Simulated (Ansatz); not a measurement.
**CH₅BGeO₂: basis-set convergence**

The task here is to estimate one member of a computed series from the others.

Program: Ansatz 0.2.0, Gaussian basis. Level of theory: one geometry, several basis sets. These are calculated values, not measurements.

The runs, in order: PBE0-D4/def2-SVP; ωB97M-V/def2-SVP; PBE0-D4/def2-QZVPP; ωB97M-V/def2-QZVPP; the functionals' def2-TZVPP values are taken from earlier runs.

## Structure used throughout

An earlier PBE0-D4 in a triple-zeta def2 set relaxation fixed the geometry.

SMILES `BO[C](=O)[GeH3]`, 10 atoms, charge 0, spin multiplicity 1.

Atoms are counted from 1 here; the program's logs count them from 0.

Bond lengths: B1–O2 1.368 Å, B1–H6 1.193 Å, B1–H7 1.193 Å, O2–C3 1.379 Å, C3–O4 1.189 Å, C3–Ge5 1.996 Å, Ge5–H8 1.532 Å, Ge5–H9 1.533 Å, Ge5–H10 1.529 Å. Angles: O2–B1–H6 115.6°, O2–B1–H7 120.2°, H6–B1–H7 124.2°, B1–O2–C3 122.5°, O2–C3–O4 122.5°, O2–C3–Ge5 111.5°, O4–C3–Ge5 126.0°, C3–Ge5–H8 108.1°, C3–Ge5–H9 108.0°, C3–Ge5–H10 107.4°, H8–Ge5–H9 110.1°, H8–Ge5–H10 111.6°, H9–Ge5–H10 111.5°.

Coordinates:

```
B    -1.1729    1.3119   -1.3324
O    -0.8896    0.2997   -0.4576
C     0.3363   -0.3300   -0.4254
O     0.9984   -0.4910   -1.4000
Ge    0.7807   -0.9692    1.4127
H    -2.3059    1.6849   -1.3392
H    -0.3057    1.7919   -1.9955
H    -0.3048   -1.9590    1.8487
H     0.7915    0.2461    2.3473
H     2.1551   -1.6365    1.3445
```

Set-up of the first run:

in.yaml

```yaml
crystal:
  periodic: [false, false, false]
  atoms:
    - {symbol: B, position_ang: [-1.172902, 1.311905, -1.332433]}
    - {symbol: O, position_ang: [-0.889617, 0.299703, -0.457632]}
    - {symbol: C, position_ang: [0.336306, -0.329953, -0.425418]}
    - {symbol: O, position_ang: [0.998421, -0.491019, -1.399966]}
    - {symbol: Ge, position_ang: [0.780673, -0.969210, 1.412652]}
    - {symbol: H, position_ang: [-2.305944, 1.684914, -1.339186]}
    - {symbol: H, position_ang: [-0.305676, 1.791900, -1.995462]}
    - {symbol: H, position_ang: [-0.304800, -1.958969, 1.848662]}
    - {symbol: H, position_ang: [0.791482, 0.246083, 2.347315]}
    - {symbol: H, position_ang: [2.155056, -1.636454, 1.344466]}
basis:
  gaussian: {orbitals: def2-SVP}
hamiltonian: {xc: pbe0, dispersion: d4}
output: {orbitals: {seedname: orbitals}}
```

Among the steps run: PBE0-D4 in def2-SVP; ωB97M-V in def2-SVP; PBE0-D4 in def2-QZVPP; ωB97M-V in def2-QZVPP.

One of the session's tables, all rows but one given; the rest of the session is left out.

It belongs to the step «Density functionals: the series». 

| functional | basis | HOMO (eV) |
| --- | --- | --- |
| PBE0-D4 | def2-SVP | -8.03 |
| PBE0-D4 | def2-TZVPP | -8.10 |
| PBE0-D4 | def2-QZVPP | -8.11 |
| ωB97M-V | def2-SVP | ? |
| ωB97M-V | def2-TZVPP | -10.39 |
| ωB97M-V | def2-QZVPP | -10.40 |

Q: Estimate the row for ωB97M-V, def2-SVP from the others.

**Answer.** HOMO (eV): -10.30. In the column «HOMO (eV)» it lies between ωB97M-V, def2-TZVPP (-10.39) and PBE0-D4, def2-QZVPP (-8.11).
